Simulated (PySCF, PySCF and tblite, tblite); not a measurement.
# C₅H₆O₂: conformers and averaged spectra

Which conformers does C₅H₆O₂ (`COc1ccco1`) populate, and what do their averaged NMR parameters look like?

Computed with tblite 0.8.0 (tight binding) and PySCF 2.14.0 (DFT, with response routines of our own); each step states its level. Atoms count from 0 throughout.

### Step 1. The molecule as given

13 atoms, charge 0, multiplicity 1; geometry from: MMFF94s geometry.

Bonds of the start (Å): C0–H7 1.09, C0–H8 1.09, C0–H9 1.10, C0–O1 1.43, C2–C3 1.39, C2–O6 1.36, C3–C4 1.42, C3–H10 1.07, C4–C5 1.37, C4–H11 1.08, C5–H12 1.08, C5–O6 1.36, O1–C2 1.32.

### Step 2. GFN2-xTB relaxation, conformer 1

The job: settings as JSON, then the geometry in Å.

```
{"job": {"xc": "GFN2-xTB", "basis": "xTB", "kind": "relax"}, "charge": 0, "multiplicity": 1}
C      2.256900    -0.494800     0.032600
O      1.432600     0.659900     0.244900
C      0.131700     0.447200     0.253300
C     -0.943000     1.312600     0.417100
C     -2.112900     0.512900     0.321700
C     -1.687300    -0.771100     0.075200
O     -0.324400    -0.816000     0.033300
H      2.060500    -0.921000    -0.949300
H      3.300500    -0.179800     0.065200
H      2.092200    -1.239200     0.825400
H     -0.875600     2.365100     0.609200
H     -3.142900     0.836900     0.397700
H     -2.192800    -1.712200    -0.066100
```

Run with:

```sh
OMP_NUM_THREADS=1 python ens_run.py task.json out
```

This one command runs the whole study; its stages follow in the order run.

The program printed:

```text
step      E/eV     max force
  0    -595.27500    2.057
  1    -595.31578    1.097
  2    -595.32998    0.240
  3    -595.33559    0.214
  4    -595.34049    0.218
  5    -595.34355    0.145
  6    -595.34564    0.096
  7    -595.34693    0.093
  8    -595.34763    0.072
  9    -595.34805    0.069
 10    -595.34838    0.060
 11    -595.34868    0.064
 12    -595.34898    0.057
 13    -595.34930    0.065
 14    -595.34960    0.049
 15    -595.34980    0.034
 16    -595.34980    0.034
 17    -595.34987    0.022
 18    -595.35000    0.027
 19    -595.35008    0.031
 20    -595.35020    0.026
 21    -595.35029    0.027
 22    -595.35039    0.027
 23    -595.35048    0.024
 24    -595.35055    0.021
 25    -595.35060    0.021
 26    -595.35064    0.020
 27    -595.35068    0.026
 28    -595.35072    0.024
 29    -595.35077    0.018
 30    -595.35081    0.016
 31    -595.35085    0.015
 32    -595.35087    0.011
 33    -595.35088    0.008
 34    -595.35088    0.006
 35    -595.35088    0.004
 36    -595.35089    0.005
 37    -595.35089    0.004
 38    -595.35089    0.002
```

Run time: 0.2 s. Hardware: 1 thread of Arm Neoverse V1, shared host.

The energy fell by 0.076 eV, and the atoms moved 0.04 Å (root mean square).

**GFN2-xTB relaxation, conformer 2**

The job: settings as JSON, then the geometry in Å.

```
{"job": {"xc": "GFN2-xTB", "basis": "xTB", "kind": "relax"}, "charge": 0, "multiplicity": 1}
C     -2.272000    -0.088100     0.286700
O     -1.286900     0.923600     0.179300
C     -0.033400     0.468500     0.019400
C      0.572400    -0.749200    -0.108500
C      1.954600    -0.497700    -0.262700
C      2.086200     0.871400    -0.249300
O      0.883400     1.469100    -0.077100
H     -3.240800     0.413000     0.431000
H     -2.326700    -0.682400    -0.630300
H     -2.106100    -0.733700     1.157400
H      0.087400    -1.723800    -0.068400
H      2.750100    -1.217100    -0.392700
H      2.927200     1.546800    -0.324800
```

The program printed:

```text
step      E/eV     max force
  0    -595.23269    1.111
  1    -595.26759    0.621
  2    -595.27533    0.190
  3    -595.27975    0.132
  4    -595.28199    0.123
  5    -595.28370    0.089
  6    -595.28504    0.096
  7    -595.28579    0.068
  8    -595.28614    0.055
  9    -595.28636    0.057
 10    -595.28657    0.057
 11    -595.28681    0.044
 12    -595.28705    0.041
 13    -595.28734    0.053
 14    -595.28765    0.047
 15    -595.28793    0.048
 16    -595.28813    0.041
 17    -595.28827    0.030
 18    -595.28827    0.030
 19    -595.28834    0.028
 20    -595.28853    0.025
 21    -595.28859    0.029
 22    -595.28869    0.029
 23    -595.28875    0.020
 24    -595.28878    0.017
 25    -595.28881    0.019
 26    -595.28883    0.013
 27    -595.28884    0.014
 28    -595.28886    0.013
 29    -595.28889    0.016
 30    -595.28892    0.015
 31    -595.28894    0.010
 32    -595.28896    0.010
 33    -595.28898    0.014
 34    -595.28900    0.015
 35    -595.28901    0.008
 36    -595.28901    0.005
 37    -595.28902    0.004
```

Wall time 0.16 s (1 thread of Arm Neoverse V1, shared host).

The energy fell by 0.056 eV, and the atoms moved 0.04 Å (root mean square).

### Step 3. Shieldings, conformer 1: B97-2/pcSseg-1 in chloroform

The job: settings as JSON, then the geometry in Å.

```
{"job": {"xc": "B97-2", "basis": "pcSseg-1", "solvent": "chloroform", "kind": "nmr", "pop": true}, "charge": 0, "multiplicity": 1}
C      2.261649    -0.476348     0.036088
O      1.429788     0.647271     0.249713
C      0.107907     0.405997     0.240612
C     -0.920187     1.283863     0.419429
C     -2.101860     0.504999     0.313446
C     -1.705412    -0.770028     0.081305
O     -0.349138    -0.841858     0.034569
H      2.070562    -0.926701    -0.942044
H      3.281997    -0.102023     0.079498
H      2.108023    -1.232421     0.811223
H     -0.839006     2.333732     0.600379
H     -3.108184     0.859617     0.400756
H     -2.240529    -1.685612    -0.064713
```

The program printed:

```text
coarse grid: 11328 points
cycle   1  E = -344.2503759084  dE =  1.355e+00  |g| = 6.437e-01  |ddm| = 3.359e+00
cycle   2  E = -344.2014132124  dE =  4.896e-02  |g| = 8.340e-01  |ddm| = 8.673e-01
cycle   3  E = -344.3287208854  dE = -1.273e-01  |g| = 7.041e-02  |ddm| = 4.841e-01
cycle   4  E = -344.3296659059  dE = -9.450e-04  |g| = 2.482e-02  |ddm| = 6.587e-02
cycle   5  E = -344.3297936595  dE = -1.278e-04  |g| = 7.586e-03  |ddm| = 2.242e-02
cycle   6  E = -344.3298030775  dE = -9.418e-06  |g| = 3.306e-03  |ddm| = 6.578e-03
cycle   7  E = -344.3298051657  dE = -2.088e-06  |g| = 3.621e-04  |ddm| = 2.269e-03
final grid: 110688 points
cycle   8  E = -344.3895769182  dE = -5.277e-05  |g| = 6.402e-03  |ddm| = 2.971e-02
cycle   9  E = -344.3895667460  dE =  1.017e-05  |g| = 9.886e-03  |ddm| = 8.554e-03
cycle  10  E = -344.3895835635  dE = -1.682e-05  |g| = 7.098e-04  |ddm| = 5.743e-03
cycle  11  E = -344.3895836647  dE = -1.012e-07  |g| = 3.464e-04  |ddm| = 8.223e-04
cycle  12  E = -344.3895836918  dE = -2.712e-08  |g| = 7.359e-05  |ddm| = 2.700e-04
cycle  13  E = -344.3895836928  dE = -1.021e-09  |g| = 2.701e-05  |ddm| = 6.568e-05
cycle  14  E = -344.3895836930  dE = -1.357e-10  |g| = 7.929e-06  |ddm| = 1.939e-05
converged SCF energy = -344.3895836930

GIAO shielding tensors (ppm)
atom      isotropic    diamagn.    paramagn.     s11        s22        s33       span
  0 C      129.924     244.533    -114.610    102.814    107.350    179.607     76.793
  1 O      241.369     396.763    -155.393    136.291    283.634    304.182    167.891
  2 C       20.718     254.275    -233.557    -43.354     38.129     67.381    110.735
  3 C      100.802     252.171    -151.368     45.687     92.594    164.126    118.439
  4 C       69.585     256.333    -186.748    -18.416     66.294    160.876    179.292
  5 C       52.899     249.774    -196.875    -16.173     66.304    108.565    124.737
  6 O       61.833     400.978    -339.145    -57.709      8.201    235.007    292.716
  7 H       27.641      29.517      -1.876     24.176     25.433     33.313      9.137
  8 H       27.658      27.605       0.053     23.527     25.996     33.452      9.925
  9 H       27.642      29.107      -1.465     24.171     25.448     33.306      9.135
 10 H       26.221      32.021      -5.801     22.887     26.826     28.949      6.062
 11 H       25.099      31.029      -5.930     23.459     25.422     26.415      2.956
 12 H       24.702      29.999      -5.297     21.623     25.355     27.128      5.505
```

Wall time 16 s (1 thread of Arm Neoverse V1, shared host); peak memory 0.81 GiB.

This run: HOMO -5.68 eV, LUMO 0.62 eV; dipole 1.35 D.

### Step 4. Single-point energy, conformer 1: PBE0/def2-SVP in chloroform

The job, as its differences from that of step 3:

```diff
@@ -1,2 +1,2 @@
-{"job": {"xc": "B97-2", "basis": "pcSseg-1", "solvent": "chloroform", "kind": "nmr", "pop": true}, "charge": 0, "multiplicity": 1}
+{"job": {"xc": "PBE0", "basis": "def2-SVP", "solvent": "chloroform", "kind": "sp"}, "charge": 0, "multiplicity": 1}
 C      2.261649    -0.476348     0.036088
```

The program printed:

```text
coarse grid: 11328 points
cycle   1  E = -343.7756626464  dE =  1.341e+00  |g| = 5.974e-01  |ddm| = 4.057e+00
cycle   2  E = -343.7385925683  dE =  3.707e-02  |g| = 7.477e-01  |ddm| = 1.037e+00
cycle   3  E = -343.8471974770  dE = -1.086e-01  |g| = 6.157e-02  |ddm| = 5.873e-01
cycle   4  E = -343.8479561310  dE = -7.587e-04  |g| = 2.250e-02  |ddm| = 7.245e-02
cycle   5  E = -343.8480605958  dE = -1.045e-04  |g| = 7.881e-03  |ddm| = 2.535e-02
cycle   6  E = -343.8480704329  dE = -9.837e-06  |g| = 3.103e-03  |ddm| = 7.162e-03
final grid: 110688 points
cycle   7  E = -343.9095498062  dE = -2.087e-05  |g| = 1.090e-02  |ddm| = 3.147e-02
cycle   8  E = -343.9095246727  dE =  2.513e-05  |g| = 1.600e-02  |ddm| = 1.913e-02
cycle   9  E = -343.9095726648  dE = -4.799e-05  |g| = 1.113e-03  |ddm| = 1.177e-02
cycle  10  E = -343.9095729693  dE = -3.045e-07  |g| = 1.908e-04  |ddm| = 1.244e-03
cycle  11  E = -343.9095729765  dE = -7.206e-09  |g| = 8.639e-05  |ddm| = 2.564e-04
cycle  12  E = -343.9095729783  dE = -1.765e-09  |g| = 2.072e-05  |ddm| = 9.036e-05
cycle  13  E = -343.9095729784  dE = -7.572e-11  |g| = 9.575e-06  |ddm| = 2.237e-05
converged SCF energy = -343.9095729784
```

It took 5.7 s on 1 thread of Arm Neoverse V1, shared host; peak memory 0.66 GiB.

In short: HOMO -5.84 eV, LUMO 0.82 eV; dipole 1.33 D.

### Step 5. Shieldings, conformer 2: B97-2/pcSseg-1 in chloroform

The job: settings as JSON, then the geometry in Å.

```
{"job": {"xc": "B97-2", "basis": "pcSseg-1", "solvent": "chloroform", "kind": "nmr", "pop": false}, "charge": 0, "multiplicity": 1}
C     -2.263047    -0.103684     0.284820
O     -1.301500     0.923113     0.188872
C     -0.029597     0.506191     0.013710
C      0.543598    -0.726737    -0.096187
C      1.933023    -0.479597    -0.265342
C      2.087364     0.866230    -0.244231
O      0.888774     1.478161    -0.073504
H     -3.219608     0.396064     0.422001
H     -2.289798    -0.706539    -0.627934
H     -2.060815    -0.755095     1.140430
H      0.062890    -1.681641    -0.063868
H      2.699655    -1.217064    -0.385151
H      2.944673     1.501084    -0.333684
```

The program printed:

```text
coarse grid: 11328 points
cycle   1  E = -344.2524253718  dE =  1.355e+00  |g| = 6.437e-01  |ddm| = 3.335e+00
cycle   2  E = -344.2016577255  dE =  5.077e-02  |g| = 8.444e-01  |ddm| = 9.782e-01
cycle   3  E = -344.3303820531  dE = -1.287e-01  |g| = 7.292e-02  |ddm| = 5.540e-01
cycle   4  E = -344.3313161352  dE = -9.341e-04  |g| = 3.050e-02  |ddm| = 6.958e-02
cycle   5  E = -344.3315098896  dE = -1.938e-04  |g| = 1.046e-02  |ddm| = 2.917e-02
cycle   6  E = -344.3315341833  dE = -2.429e-05  |g| = 3.715e-03  |ddm| = 1.146e-02
cycle   7  E = -344.3315372458  dE = -3.062e-06  |g| = 7.234e-04  |ddm| = 3.065e-03
final grid: 110688 points
cycle   8  E = -344.3913494643  dE = -5.893e-05  |g| = 6.725e-03  |ddm| = 3.187e-02
cycle   9  E = -344.3913378021  dE =  1.166e-05  |g| = 1.047e-02  |ddm| = 1.062e-02
cycle  10  E = -344.3913568385  dE = -1.904e-05  |g| = 7.166e-04  |ddm| = 7.229e-03
cycle  11  E = -344.3913569421  dE = -1.036e-07  |g| = 3.621e-04  |ddm| = 8.626e-04
cycle  12  E = -344.3913569727  dE = -3.063e-08  |g| = 8.012e-05  |ddm| = 2.990e-04
cycle  13  E = -344.3913569739  dE = -1.167e-09  |g| = 3.153e-05  |ddm| = 7.862e-05
cycle  14  E = -344.3913569740  dE = -1.913e-10  |g| = 7.659e-06  |ddm| = 2.224e-05
converged SCF energy = -344.3913569740

GIAO shielding tensors (ppm)
atom      isotropic    diamagn.    paramagn.     s11        s22        s33       span
  0 C      128.382     245.566    -117.184    100.551    103.270    181.327     80.776
  1 O      231.837     398.232    -166.395    114.471    284.134    296.907    182.435
  2 C       18.632     250.825    -232.194    -41.892     34.824     62.964    104.856
  3 C      103.290     256.996    -153.706     48.082     89.697    172.093    124.011
  4 C       70.678     254.798    -184.121    -17.228     68.088    161.173    178.400
  5 C       51.807     251.541    -199.735    -22.071     68.799    108.692    130.763
  6 O       60.827     398.229    -337.402    -60.459     22.460    220.482    280.940
  7 H       27.427      27.692      -0.265     23.071     25.799     33.410     10.339
  8 H       27.876      29.803      -1.927     24.756     25.447     33.426      8.670
  9 H       27.880      29.812      -1.932     24.770     25.439     33.431      8.662
 10 H       26.377      33.717      -7.341     22.855     27.415     28.861      6.006
 11 H       25.147      31.064      -5.917     23.428     25.601     26.412      2.983
 12 H       24.695      29.476      -4.781     21.581     25.360     27.144      5.563
```

Wall time 14 s (1 thread of Arm Neoverse V1, shared host); peak memory 0.84 GiB.

Key values: HOMO -5.79 eV, LUMO 0.59 eV; dipole 2.37 D.

[end of part 1 of 2]
